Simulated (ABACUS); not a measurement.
Runs of ABACUS 3.10.1 on Ta4NiO11. The structure is orthorhombic, space group Cmmm (No. 65). Conventional cell: a = 3.910 Å, b = 29.659 Å, c = 3.886 Å, α = 90.00°, β = 90.00°, γ = 90.00°. Ta (site symmetry m2m) has 5 O at 1.91 to 2.02 Å as nearest neighbours. Ta (site symmetry m2m) has 5 O at 1.91 to 1.99 Å as nearest neighbours. Around Ni (site symmetry mmm) lie 4 O at 1.88 to 1.95 Å. Around O (site symmetry m2m) lie 2 Ta at 1.91 Å. O (site symmetry m2m) is surrounded by 3 Ta at 2.02 to 2.21 Å. O (site symmetry m2m) is surrounded by 1 Ni at 1.88 Å and 2 Ta at 1.99 Å. Around O (site symmetry mmm) lie 2 Ni at 1.95 Å and 2 Ta at 2.24 Å. O (site symmetry m2m) has 2 Ta at 1.95 Å as nearest neighbours. The cell was built by a generator and needn't be a form met in nature.

```tsv
task	level	potentials or basis	U	k mesh	path	points for each segment of the path	SCF threshold on the density	max SCF steps	mixing share	mesh quality	gap on the mesh (eV)	pressure (GPa)	moment (μB)	largest force (eV/Å)
single point	PBE+U	PseudoDojo NC SR 0.4.1 PBE standard, DZP LCAO (the cutoffs set its grid)	Ni d U = 4 eV, Ta d U = 4 eV	4 × 4 × 4	-	-	1e-06	120	0.2	not flagged	1.18	5.8	0.00	0.54
single point	PBE+U	PseudoDojo NC SR 0.4.1 PBE standard, DZP LCAO (the cutoffs set its grid)	Ni d U = 2 eV, Ta d U = 2 eV	4 × 4 × 4	-	-	1e-06	120	0.2	coarse	none	(d)	0.50	0.29
single point	PBE	PseudoDojo NC SR 0.4.1 PBE standard, DZP LCAO (the cutoffs set its grid)	-	4 × 4 × 4	-	-	1e-07	100	0.4	coarse	none	(c)	0.50	(a)
single point	PBE+U	PseudoDojo NC SR 0.4.1 PBE standard, DZP LCAO (the cutoffs set its grid)	Ni d U = 6 eV, Ta d U = 6 eV	4 × 4 × 4	-	-	1e-06	120	0.2	not flagged	1.70	(b)	0.00	0.64
single point	r2SCAN	SG15 ONCV 1.2 PBE, DZP LCAO (the cutoffs set its grid)	-	4 × 4 × 4	-	-	1e-07	100	0.4	coarse	none	-5.7	0.50	0.24
```

Alike in all rows: spin collinear, ferromagnetic start; cell as given; cutoff (eV) 1361; smearing fermi-dirac 0.05 eV.

**Question.** Fill in the values left out.

**Answer.** (a) 0.17; (b) 8.4; (c) 0.9; (d) 3.1.

Caveats: some runs use coarse meshes; the atomic orbitals were generated for these runs and aren't a published set; the basis of atomic orbitals isn't converged, which shifts pressures, moduli and gaps; a cell with one magnetic atom can't hold antiferromagnetic order, which such compounds often take (some runs); spin-orbit coupling is left out, which moves the levels of the heavy elements (some runs); semilocal functionals often make such compounds metallic where correlation or magnetic order opens a gap, which also shifts bond lengths (some runs); the potentials were made for another functional, which shifts forces and pressure (some runs).

A k mesh can miss the band edges, and the runs leave out spin-orbit coupling on Ta.

A gap of «none» marks a metal or a gap under the smearing width.

The runs don't all hold the same shells in valence.
